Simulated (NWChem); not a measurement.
# C2H6Se (dimethyl selenide) at 5 levels

Aim: a comparison of 5 runs (HF/STO-3G, HF/3-21G, B3LYP/6-31G*, MP3/cc-pVDZ) of C2H6Se (dimethyl selenide). 

The results are computed with NWChem 7.3.0.

1 further run of the same task is left out (set aside as unsound or not needed).

### 1 Starting point

C2H6Se has 9 atoms, charge 0, and is taken as a singlet. SMILES: `C[Se]C`. The C1–H5 distance was set to 1.634 Å, away from the relaxed value. At this shape a bond of the SMILES string is far longer than usual.

Bond lengths: C1–Se2 1.940 Å, Se2–C3 1.940 Å, C1–H4 1.090 Å, C1–H6 1.090 Å, C3–H7 1.090 Å, C3–H8 1.090 Å, C3–H9 1.089 Å. Angles: C1–Se2–C3 96.9°, Se2–C1–H4 110.4°, Se2–C1–H6 110.4°, Se2–C3–H7 110.4°, Se2–C3–H8 110.4°, Se2–C3–H9 107.0°, H4–C1–H6 110.4°, H7–C3–H8 110.4°, H7–C3–H9 109.3°, H8–C3–H9 109.3°. A long bond or contact: C1–H5 1.634 Å.

### 2 A single-point energy at HF/STO-3G (run 1)

Contents of a.xyz:

```xyz
9

C     -0.646897     0.327971    -0.716026
Se     1.084603     0.229271     0.153774
C      0.573203    -1.013229     1.553374
H     -0.945097    -0.654229    -1.081226
H     -0.489400     1.349300    -1.982000
H     -1.395497     0.720271    -0.028426
H     -0.210697    -0.582629     2.175774
H      0.239103    -1.955929     1.121074
H      1.459003    -1.190629     2.162274
```

Contents of run.py:

```python
from ase.io import read
from ase.calculators.nwchem import NWChem

atoms = read('a.xyz')

calc = NWChem(
    label='a',
    theory='scf',
    memory='2200 mb',
    basis='STO-3G',
    basispar='spherical bse',
    scf={'nopen': '0', 'rhf': None, 'thresh': '1e-08', 'maxiter': '80'},
    task='energy',
)
atoms.calc = calc

print("Total energy (eV):", round(atoms.get_potential_energy(), 6))
print("dipole (e A):", atoms.get_dipole_moment().round(4))
```

On the command line:

```sh
$ export ASE_NWCHEM_COMMAND="nwchem PREFIX.nwi > PREFIX.nwo"
$ python run.py
```

The log of the run:

```text
Total energy (eV): -66715.208316
dipole (e A): [-0.2744 -0.1659  0.0986]
```

The calculator wrote a.nwi:

```
title "a"

permanent_dir a

scratch_dir a

start a

geometry units angstrom nocenter noautosym noautoz
  C  -6.4689700000000006e-01 3.2797100000000001e-01 -7.1602600000000005e-01
  Se 1.0846030000000000e+00 2.2927100000000000e-01 1.5377399999999999e-01
  C  5.7320300000000002e-01 -1.0132289999999999e+00 1.5533740000000000e+00
  H  -9.4509699999999996e-01 -6.5422899999999995e-01 -1.0812260000000000e+00
  H  -4.8940000000000000e-01 1.3492999999999999e+00 -1.9820000000000000e+00
  H  -1.3954970000000000e+00 7.2027099999999999e-01 -2.8426000000000000e-02
  H  -2.1069700000000000e-01 -5.8262899999999995e-01 2.1757740000000001e+00
  H  2.3910300000000001e-01 -1.9559290000000000e+00 1.1210739999999999e+00
  H  1.4590030000000000e+00 -1.1906289999999999e+00 2.1622740000000000e+00
end

memory 2200 mb

basis spherical bse noprint
   * library STO-3G
end

scf
  nopen 0
  rhf
  thresh 1e-08
  maxiter 80
end

task scf energy
```

a.nwo (excerpt; [...] marks lines left out):

```text
[...]
      One-electron energy =  -3798.767032980858
[... 1 line left out ...]
 Nuclear repulsion energy =    184.855836613000
[... 42 lines left out ...]
                       ROHF Final Molecular Orbital Analysis
[... 153 lines left out ...]
 center of mass
[...]
```

It took 3.3 s on 1 thread of Intel Xeon 6975P-C (Granite Rapids), shared host; peak memory 0.096 GiB.

### 3 The energy at HF/3-21G (run 2)

Contents of c2h6se.nw:

```
start c2h6se
memory stack 880 mb heap 220 mb global 1100 mb
charge 0
geometry units angstroms noautosym nocenter noautoz
  C    -0.646897    0.327971   -0.716026
  Se    1.084603    0.229271    0.153774
  C     0.573203   -1.013229    1.553374
  H    -0.945097   -0.654229   -1.081226
  H    -0.489400    1.349300   -1.982000
  H    -1.395497    0.720271   -0.028426
  H    -0.210697   -0.582629    2.175774
  H     0.239103   -1.955929    1.121074
  H     1.459003   -1.190629    2.162274
end
basis "ao basis" spherical bse
  C library 3-21G
  Se library 3-21G
  H library 3-21G
end
scf
  thresh 1e-08
  maxiter 80
  print medium
end
task scf
```

On the command line:

```sh
$ nwchem c2h6se.nw > c2h6se.out
```

The log of the run:

```text
[...]
  functions       =    52
[...]
  wavefunction    = RHF
[...]
         Total SCF energy =  -2467.185894352066
      One-electron energy =  -3804.809653151446
      Two-electron energy =   1152.767922186380
 Nuclear repulsion energy =    184.855836613000
        Time for solution =      2.0s
[...]
```

It took 2.8 s on 1 thread of Intel Xeon 6975P-C (Granite Rapids), shared host; peak memory 0.096 GiB.

Runs 3 to 4 aren't shown in full; the table further down has their settings and results.

### 4 A single-point energy at MP3/cc-pVDZ (run 5)

Contents of m1.nw:

```
start m1
memory 2200 mb
charge 0

geometry units angstrom noautosym nocenter noautoz
   C     -0.646897     0.327971    -0.716026
   Se     1.084603     0.229271     0.153774
   C      0.573203    -1.013229     1.553374
   H     -0.945097    -0.654229    -1.081226
   H     -0.489400     1.349300    -1.982000
   H     -1.395497     0.720271    -0.028426
   H     -0.210697    -0.582629     2.175774
   H      0.239103    -1.955929     1.121074
   H      1.459003    -1.190629     2.162274
end

basis spherical bse
   C library cc-pVDZ
   Se library cc-pVDZ
   H library cc-pVDZ
end

scf
   singlet
   rhf
   thresh 1e-08
   maxiter 80
end

tce
   scf
   mbpt3
   freeze core 11
   maxiter 60
end

task tce energy
```

On the command line:

```sh
$ nwchem m1.nw > m1.out
```

The log of the run:

```text
[...]
  functions       =    85
[...]
  wavefunction    = RHF
[...]
         Total SCF energy =  -2478.952448692366
      One-electron energy =  -3817.571135123750
      Two-electron energy =   1153.762849818383
 Nuclear repulsion energy =    184.855836613000
        Time for solution =     51.0s
[...]
         Wavefunction type : Restricted Hartree-Fock
          No. of electrons :    52
[...]
         Spin multiplicity : singlet
[...]
```

It took 85 s on 1 thread of Intel Xeon 6975P-C (Granite Rapids), shared host; peak memory 1.1 GiB.

### 5 Overview of the runs

```
run                               level  iteration cap  module   energy (Eh)  dipole moment (D)  HOMO energy (eV)  LUMO energy (eV)  wall time
  1                           HF/STO-3G             80     scf  -2451.738704               1.61             -6.64              8.45      3.3 s
  2                            HF/3-21G             80     scf  -2467.185894               1.66             -8.58              4.04      2.8 s
  3  B3LYP/6-31G* (spherical functions)            100     dft  -2481.033529               1.89             -5.69             -0.44       21 s
  4  B3LYP/6-31G* (Cartesian functions)            100     dft  -2481.042370               1.88             -5.69             -0.44       27 s
  5                         MP3/cc-pVDZ             80     tce  -2479.429316                  –             -8.67              3.26       85 s
```

### 6 Summary of results

| quantity | value |
| --- | --- |
| run 5: total energy | -2479.42932 Eh |
| run 5: HOMO energy (Hartree–Fock orbitals) | -8.67 eV |
| run 5: LUMO energy (Hartree–Fock orbitals) | 3.26 eV |
| run 5: HOMO–LUMO gap (Hartree–Fock orbitals) | 11.93 eV |
| run 5: correlation energy (11 core orbitals frozen) | -476.9 mEh |

In words: Over runs 1, 2, 3, 4 the dipole moment (its size) runs from 1.61 D (HF/STO-3G) to 1.89 D (B3LYP/6-31G*). The two ends differ in method and basis. Over runs 1, 2, 3, 4 the HOMO–LUMO gap runs from 5.25 eV (B3LYP/6-31G*) to 15.09 eV (HF/STO-3G). In run 1 the basis is minimal, so the values are rough. All runs together took 2.3 min, the longest 85 s.
